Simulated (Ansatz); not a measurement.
# FH3MgOSi: a ladder of functionals and wavefunction methods

One table from this session's results is given with a row withheld; the runs are named, their logs left out.

Computed with Ansatz 0.2.0, Gaussian basis. Level: functionals in def2-TZVPP, the program's frozen cores in correlated methods.

Levels to be run: PBE-D4, r2SCAN-D4, PBE0-D4, B3LYP-D4, ωB97X-V, ωB97M-V, B2PLYP; CCSD(T)/def2-TZVPP; CCSD(T)/def2-QZVPP; extrapolation to the limit.

### The relaxed structure

All runs share one geometry, relaxed beforehand with PBE0-D4 in a triple-zeta def2 set.

SMILES `[F][Mg][O][SiH3]`, 7 atoms, charge 0, spin multiplicity 1.

Atoms are counted from 1 here; the program's logs count them from 0.

Bond lengths: F1–Mg2 1.747 Å, Mg2–O3 1.783 Å, O3–Si4 1.614 Å, Si4–H5 1.492 Å, Si4–H6 1.492 Å, Si4–H7 1.492 Å. Angles: F1–Mg2–O3 180.0°, Mg2–O3–Si4 179.9°, O3–Si4–H5 111.2°, O3–Si4–H6 111.2°, O3–Si4–H7 111.2°, H5–Si4–H6 107.7°, H5–Si4–H7 107.7°, H6–Si4–H7 107.7°.

Coordinates:

```
atom     x (Å)     y (Å)     z (Å)
  F1  -2.65479   2.65099   1.15130
 Mg2  -1.47212   1.47083   0.63997
  O3  -0.26579   0.26674   0.11791
 Si4   0.82502  -0.82407  -0.35813
  H5   1.38307  -0.47894  -1.69795
  H6   0.22021  -2.18438  -0.45494
  H7   1.96441  -0.90117   0.60184
```

The first run:

The input, in.yaml:

```yaml
crystal:
  periodic: [false, false, false]
  atoms:
    - {symbol: F, position_ang: [-2.654794, 2.650987, 1.151303]}
    - {symbol: Mg, position_ang: [-1.472120, 1.470830, 0.639971]}
    - {symbol: O, position_ang: [-0.265786, 0.266743, 0.117910]}
    - {symbol: Si, position_ang: [0.825023, -0.824069, -0.358135]}
    - {symbol: H, position_ang: [1.383067, -0.478937, -1.697951]}
    - {symbol: H, position_ang: [0.220210, -2.184375, -0.454937]}
    - {symbol: H, position_ang: [1.964409, -0.901168, 0.601839]}
basis:
  gaussian: {orbitals: def2-TZVPP}
hamiltonian: {xc: pbe, dispersion: d4}
output: {forces: true, orbitals: {seedname: orbitals}}
```

Launch:

```bash
ansatz run in.yaml --threads 2 --pin off --events-out ev --progress --plain --max-ram 22528MiB --backend cpu
```

Steps of the session up to this table: PBE-D4 (GGA); r2SCAN-D4 (meta-GGA); PBE0-D4 (hybrid); B3LYP-D4 (hybrid); ωB97X-V (range-separated); ωB97M-V (range-separated); B2PLYP (double hybrid); CCSD(T) in def2-TZVPP; CCSD(T) in def2-QZVPP.

One of the session's tables, all rows but one given; the rest of the session is left out.

It belongs to the step «Atomisation energies». 

```
            method  atomisation energy (kcal/mol)
            PBE-D4                          555.4
         r2SCAN-D4                          561.2
           PBE0-D4                          545.1
          B3LYP-D4                          554.2
           ωB97X-V                          561.4
           ωB97M-V                          555.6
            B2PLYP                              ?
     HF/def2-TZVPP                          413.6
    MP2/def2-TZVPP                          561.2
   CCSD/def2-TZVPP                          537.4
CCSD(T)/def2-TZVPP                          544.2
           MP2/CBS                          583.9
       CCSD(T)/CBS                          566.9
```

Estimate the missing values for B2PLYP.

The run gave: atomisation energy (kcal/mol): 552.7. In the column «atomisation energy (kcal/mol)» it lies between PBE0-D4 (545.1) and B3LYP-D4 (554.2).
